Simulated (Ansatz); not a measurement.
# FZr: the cost of one run

Method: def2-QZVPP, core rule «outside noble gas», up to 5 orbitals frozen; program: Ansatz 0.2.0, Gaussian basis.

To be run: UHF; ROHF; CCSD(T) on UHF.

2 further runs of the same task are left out: 2 set aside as unsound or not needed. Runs told in other sessions of the task aren't counted.

### Step 1. What is computed

The geometry is a PBE0/def2-TZVP stationary point (not a proven minimum). No spin-orbit coupling is included. Elements past krypton take def2 core potentials.

2 atoms, charge 0, spin multiplicity 2.

Atoms are counted from 1 here; the program's logs count them from 0.

Bond lengths: Zr1–F2 1.857 Å.

### Step 2. UHF

Contents of in.yaml:

```yaml
crystal:
  periodic: [false, false, false]
  atoms:
    - {symbol: Zr, position_ang: [0.000000, 0.000000, 0.000000]}
    - {symbol: F, position_ang: [0.000000, 0.000000, 1.857200]}
basis:
  gaussian: {orbitals: "def2-QZVPP.json"}
magnetization: {spin_polarized: true, initial_magnetization: 1}
hamiltonian: {xc: hf}
output: {orbitals: {seedname: orbitals}}
```

Command:

```console
$ ansatz run in.yaml --threads 1 --pin off --events-out ev --progress --plain --max-ram 4096MiB --backend cpu
```

Q: Estimate wall time and peak memory on 1 thread of AMD EPYC 7R13, shared host.

About 30 s, with a peak of 0.31 GiB.
